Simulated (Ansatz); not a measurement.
# InHF₂: one species, many methods

One table from this session's results is given with a row withheld; the runs are named, their logs left out.

Program: Ansatz 0.2.0, Gaussian basis. Level of theory: functionals in def2-TZVPP, the program's frozen cores in correlated methods. These are calculated values, not measurements.

Levels to be run: LDA (SPW92), PBE-D4, revPBE-D4, BLYP-D4, r2SCAN-D4, B97M-V, PBE0-D4, B3LYP-D4, r2SCANh-D4, r2SCAN0-D4, HSE06-D4, BHLYP-D4, CAM-B3LYP-D4, LC-ωPBE, ωB97X-V, ωB97M-V, B2PLYP, PBE-QIDH; CCSD(T)/def2-SVP; CCSD(T)/def2-TZVPP; MP2/def2-QZVPP; extrapolation to the limit; RPA on PBE.

### Structure used throughout

An earlier PBE0-D4 in a triple-zeta def2 set relaxation fixed the geometry. In takes the def2 core potential; no spin-orbit term is included.

SMILES `[F][InH][F]`, 4 atoms, charge 0, spin multiplicity 1.

Atoms are counted from 1 here; the program's logs count them from 0.

Bond lengths: F1–In2 1.935 Å, In2–F3 1.935 Å, In2–H4 1.681 Å. Angles: F1–In2–F3 106.8°, F1–In2–H4 126.6°, F3–In2–H4 126.6°.

The first run:

Input file in.yaml:

```yaml
crystal:
  periodic: [false, false, false]
  atoms:
    - {symbol: F, position_ang: [-1.694299, -0.668801, 0.241707]}
    - {symbol: In, position_ang: [0.043831, 0.113790, -0.088435]}
    - {symbol: F, position_ang: [1.340799, -1.004712, 0.811211]}
    - {symbol: H, position_ang: [0.365369, 1.499423, -0.984782]}
basis:
  gaussian: {orbitals: def2-TZVPP}
hamiltonian: {xc: lda}
output: {orbitals: {seedname: orbitals}}
```

Among the steps run: LDA; PBE-D4 (GGA); revPBE-D4 (GGA); BLYP-D4 (GGA); r2SCAN-D4 (meta-GGA); B97M-V (meta-GGA); PBE0-D4 (hybrid); B3LYP-D4 (hybrid); r2SCANh-D4 (hybrid); r2SCAN0-D4 (hybrid); HSE06-D4 (hybrid); BHLYP-D4 (hybrid); CAM-B3LYP-D4 (range-separated); LC-ωPBE-D4 (range-separated; the results give it without D4); ωB97X-V (range-separated); ωB97M-V (range-separated); B2PLYP (double hybrid); PBE-QIDH (double hybrid).

One table of the session follows, with a row left open; its other results are not shown here.

It belongs to the step «Frontier levels by functional». 

| functional | HOMO (eV) | LUMO (eV) | gap (eV) |
| --- | --- | --- | --- |
| LDA (SPW92) | -8.47 | -3.07 | 5.39 |
| PBE-D4 | -8.23 | -2.79 | 5.44 |
| revPBE-D4 | -8.14 | -2.67 | 5.47 |
| BLYP-D4 | -8.18 | -2.82 | 5.36 |
| r2SCAN-D4 | ? | ? | ? |
| B97M-V | -8.75 | -2.69 | 6.06 |
| PBE0-D4 | -9.95 | -1.86 | 8.10 |
| B3LYP-D4 | -9.73 | -2.25 | 7.48 |
| r2SCANh-D4 | -9.29 | -2.15 | 7.14 |
| r2SCAN0-D4 | -10.24 | -1.67 | 8.57 |
| HSE06-D4 | -9.54 | -2.23 | 7.31 |
| BHLYP-D4 | -11.51 | -1.19 | 10.32 |
| CAM-B3LYP-D4 | -11.44 | -0.99 | 10.45 |
| LC-ωPBE | -12.71 | 0.21 | 12.91 |
| ωB97X-V | -12.39 | 0.07 | 12.46 |
| ωB97M-V | -12.30 | -0.27 | 12.03 |

Q: Estimate the row for r2SCAN-D4 from the others.

Worked estimate for «HOMO (eV)». Against the share of exact exchange, r2SCANh-D4 (0.1, -9.29), r2SCAN0-D4 (0.25, -10.24) give a slope of -6.33 per unit share; at 0 the line stands at -8.66.

The run gave: HOMO (eV): -8.63; LUMO (eV): -2.48; gap (eV): 6.15. In «HOMO (eV)» the line misses by -0.03.
